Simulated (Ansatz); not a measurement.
# CH5FOSn (SMILES [CH3][SnH]([OH])[F]): B2PLYP/def2-SVP (core potential)

What is the vertical ionisation energy of CH5FOSn at B2PLYP/def2-SVP (core potential)? 

Program for the calculation: Ansatz 0.2.0.

116 further runs of the same task are left out: 116 set aside as unsound or not needed.

### 1 The structure to begin with

CH5FOSn: 9 atoms, total charge 0, spin state singlet. As SMILES, `[CH3][SnH]([OH])[F]`. Geometry: relaxed at PBE0-D4/def2-TZVP. This is one conformer, not always the lowest.

Bond lengths: C1–Sn2 2.120 Å, Sn2–O3 1.954 Å, Sn2–F4 1.928 Å, C1–H5 1.090 Å, C1–H6 1.090 Å, C1–H7 1.090 Å, Sn2–H8 1.697 Å, O3–H9 0.960 Å. Some angles: C1–Sn2–O3 112.2°, C1–Sn2–F4 104.4°, O3–Sn2–F4 104.6°, C1–Sn2–H8 121.5°, O3–Sn2–H8 105.6°, F4–Sn2–H8 107.3°, Sn2–C1–H5 109.8°, Sn2–C1–H6 110.0°, Sn2–C1–H7 108.7°, Sn2–O3–H9 113.8°.

### 2 The energy at B2PLYP/def2-SVP (core potential)

Contents of run.yaml:

```yaml
crystal:
  periodic: [false, false, false]
  atoms:
    - {symbol: C, position_ang: [-0.348000, 1.320900, -0.172600]}
    - {symbol: Sn, position_ang: [-0.271200, -0.757400, 0.237600]}
    - {symbol: O, position_ang: [1.527400, -1.346400, 0.725000]}
    - {symbol: F, position_ang: [-0.613200, -1.596000, -1.464600]}
    - {symbol: H, position_ang: [-1.361700, 1.603400, -0.455800]}
    - {symbol: H, position_ang: [-0.043600, 1.885400, 0.708500]}
    - {symbol: H, position_ang: [0.329800, 1.539100, -0.997600]}
    - {symbol: H, position_ang: [-1.308700, -1.477000, 1.371800]}
    - {symbol: H, position_ang: [2.177700, -1.218400, 0.030600]}
basis:
  gaussian:
    orbitals: def2-SVP
hamiltonian:
  xc: {name: B2PLYP}
correlation:
  frozen_orbitals: {C: 1, F: 1, H: 0, O: 1, Sn: 4}
accuracy: high
output: {orbitals: {seedname: orbitals}}
```

Command:

```console
$ ansatz run run.yaml --threads 1 --pin off --max-ram 3480MiB --events-out events.jsonl --progress --plain --runs-dir runs
```

Log:

```text
Warning: RAYON_NUM_THREADS=1 ignored (pool sized by the plan → 1); use --threads N
Functional definition: B2PLYP
  name "B2PLYP"
  parameter a = 0.53
  parameter c = 0.27
  exchange = (1 - a)*b88_x + a*exact_x
  correlation = (1 - c)*lyp_c + c*(mp2_os + mp2_ss)
2210 factors; integrals over basis functions are off by at most 3.4e-9 eV
mean field evaluation 1: about -11684.3413 eV, gradient 6.1e1 eV
mean field evaluation 2: about -11684.6219 eV, gradient 6.1e1 eV
mean field evaluation 4: about -11691.5986 eV, gradient 6.3e0 eV
mean field evaluation 8: about -11691.7118 eV, gradient 4.5e-1 eV
mean field evaluation 16: about -11691.7122 eV, gradient 4.6e-5 eV
mean field -11691.71216431 eV, -429.6624971111 hartree, gradient 1.3e-8 eV, S^2 0.000000; 0 other end points of the search recorded, 0 dependent functions left out
7 core orbitals not correlated: weight in the atoms' cores, before any rotation towards them, 1.000 or more for the frozen orbitals, at most 0.000 for the correlated occupied ones
reference -11691.71219110 eV, -429.6624980957 hartree; 18, 18 occupied and 68, 68 virtual orbitals, 2210 factors
second order -21.22400229 eV of doubles, -0.00000000 eV of singles
Total energy: -11697.44267172 eV, -429.8730893741 hartree
```

It took 15 s on 1 thread of Arm Neoverse V1, shared host; peak memory 0.34 GiB.

### 3 The doublet cation, same level

Changes to run.yaml since step 2:

```diff
@@ -13,8 +13,7 @@
 basis:
-  gaussian:
-    orbitals: def2-SVP
-hamiltonian:
-  xc: {name: B2PLYP}
-correlation:
-  frozen_orbitals: {C: 1, F: 1, H: 0, O: 1, Sn: 4}
+  gaussian: {orbitals: def2-SVP}
+total_charge: 1
+magnetization: {spin_polarized: true, initial_magnetization: 1}
+hamiltonian: {xc: {name: B2PLYP}}
+correlation: {frozen_orbitals: {C: 1, F: 1, H: 0, O: 1, Sn: 4}}
 accuracy: high
```

Command:

```console
$ ansatz run run.yaml --threads 1 --pin off --max-ram 3480MiB --events-out events.jsonl --progress --plain --runs-dir runs
```

Log, shortened:

```text
Warning: RAYON_NUM_THREADS=1 ignored (pool sized by the plan → 1); use --threads N
[... 2 set-up lines as earlier in the session ...]
[...]
2211 factors; integrals over basis functions are off by at most 3.4e-9 eV
[...]
mean field -11681.23355817 eV, -429.2774154382 hartree, gradient 5.8e-8 eV, S^2 0.775866; 6 other end points of the search recorded, 0 dependent functions left out
7 core orbitals not correlated: weight in the atoms' cores, before any rotation towards them, 1.000 or more for the frozen orbitals, at most 0.000 for the correlated occupied ones
reference -11681.23358454 eV, -429.2774164073 hartree; 18, 17 occupied and 68, 69 virtual orbitals, 2211 factors
second order -20.54529456 eV of doubles, -0.00000000 eV of singles
Total energy: -11686.78081407 eV, -429.4812733325 hartree
```

Wall time 47 s (1 thread of Arm Neoverse V1, shared host); peak memory 0.67 GiB.

### 4 Results

At B2PLYP/def2-SVP (core potential), 7 core orbitals frozen:

| quantity | value |
| --- | --- |
| singlet CH5FOSn: total energy | -429.87309 Eh |
| singlet CH5FOSn: HOMO energy (SCF part's orbitals) | -9.67 eV |
| singlet CH5FOSn: LUMO energy (SCF part's orbitals) | 1.22 eV |
| singlet CH5FOSn: HOMO–LUMO gap (SCF part's orbitals) | 10.89 eV |
| doublet cation: total energy | -429.48127 Eh |
| doublet cation: HOMO energy (SCF part's orbitals) (highest over α and β) | -15.58 eV |
| doublet cation: LUMO energy (SCF part's orbitals) (lowest over α and β) | -11.24 eV |
| doublet cation: ⟨S²⟩ | 0.776 |
| vertical ionisation energy (to the doublet cation) | 10.662 eV |

The vertical ionisation energy comes to 10.66 eV (246 kcal/mol). −ε(HOMO) before ionisation, 9.67 eV, is 0.99 eV below this ionisation energy.
